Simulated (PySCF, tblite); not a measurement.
**C₃H₉GeNSi: geometry, infrared bands and NMR shifts**

Wanted: the infrared bands and NMR shifts of C₃H₉GeNSi (`N#C[SiH2]C[CH2][GeH3]`), by calculation.

Programs: tblite 0.8.0 and PySCF 2.14.0, with density-fitted response routines of our own. Each step states its level of theory. These are calculated values for one molecule in the gas phase, unless marked as measured. Atoms count from 0, in the outputs and in this text.

## (1) The molecule as given

15 atoms, charge 0, multiplicity 1; geometry from: force field or distance geometry start.

Bonds of the start (Å): N0–C1 1.19, C1–Si2 1.82, Si2–C3 1.88, C3–C4 1.50, C4–Ge5 1.93, Si2–H6 1.48, Si2–H7 1.46, C3–H8 1.11, C3–H9 1.13, C4–H10 1.13, C4–H11 1.11, Ge5–H12 1.56, Ge5–H13 1.53, Ge5–H14 1.56.

## (2) Optimising the geometry with GFN2-xTB

The job: settings as JSON, then the geometry in Å.

```
{"job": {"kind": "relax", "xc": "GFN2-xTB", "basis": "xTB"}, "charge": 0, "multiplicity": 1}
N      4.161400    -0.305100     0.431400
C      3.036100     0.085200     0.470000
Si     1.318400     0.687100     0.532000
C      0.365500     0.136700    -0.990200
C     -0.776900    -0.789300    -0.688400
Ge    -2.151400    -0.053900     0.447000
H      1.440000     2.158800     0.616400
H      0.738400     0.204100     1.780100
H      0.069400     0.990300    -1.633500
H      1.104200    -0.498000    -1.555700
H     -1.229400    -1.091000    -1.684600
H     -0.462000    -1.754500    -0.234200
H     -1.551800     0.752300     1.646100
H     -3.218100     0.767300    -0.275000
H     -2.848200    -1.282100     1.116800
```

Command:

```bash
$ OMP_NUM_THREADS=1 python probes_run.py task.json out
```

One launch serves the whole session: the jobs run in the order shown.

**Question.** This job is followed by: GFN2-xTB harmonic vibrations, gas phase; GIAO PBE0/pcSseg-1 NMR shielding, non-relativistic, gas phase. Predict these results of the whole session: strongest single infrared mode (GFN2-xTB); zero-point energy (GFN2-xTB); 13C shifts against TMS (PBE0/pcSseg-1); 1H shifts against TMS (PBE0/pcSseg-1, means over atoms taken as alike); 15N shifts against NH3 (PBE0/pcSseg-1); 29Si shifts against TMS (PBE0/pcSseg-1); 73Ge shifts against GeMe4 (PBE0/pcSseg-1); surface potential, 1st and 99th percentile.

As calculated:

| quantity | value |
| --- | --- |
| strongest single infrared mode (GFN2-xTB) | 2064 cm⁻¹, 479 km/mol |
| zero-point energy (GFN2-xTB) | 63.4 kcal/mol |
| 13C shifts against TMS (PBE0/pcSseg-1) | 123.7, 12.7, 7.4 ppm |
| 1H shifts against TMS (PBE0/pcSseg-1, means over atoms taken as alike) | 4.42, 3.47, 1.58, 1.33 ppm |
| 15N shifts against NH3 (PBE0/pcSseg-1) | 365.4 ppm |
| 29Si shifts against TMS (PBE0/pcSseg-1) | -70.2 ppm |
| 73Ge shifts against GeMe4 (PBE0/pcSseg-1) | -237 ppm |
| surface potential, 1st and 99th percentile | -1.72 V and 1.33 V |

Over 176 steps the energy fell by 0.518 eV; of the close pairs, Ge5–H12 changed most, 1.564 to 1.497 Å. All 39 modes are real, so the xTB geometry is a minimum. The strongest single mode, at 2064 cm⁻¹, moves mainly H12. Unscaled tight-binding wavenumbers are off by several per cent, some by more. Its intensities can rank the bands wrongly. The most deshielded carbon is C1 (nitrile carbon), at 123.7 ppm: C≡N carbons fall here, among the sp2 signals but without a proton. At PBE0/pcSseg-1: Shielding is most anisotropic at N0 (span 596 ppm, paramagnetic term -435 ppm). At PBE0/pcSseg-1, counted by nearest atom on the grid, the HOMO lies on C4 23 %; C3 13 %, the LUMO on C1 22 %; N0 20 %. Spin-orbit coupling is left out, which matters for shieldings and couplings at and beside the heavy atoms.
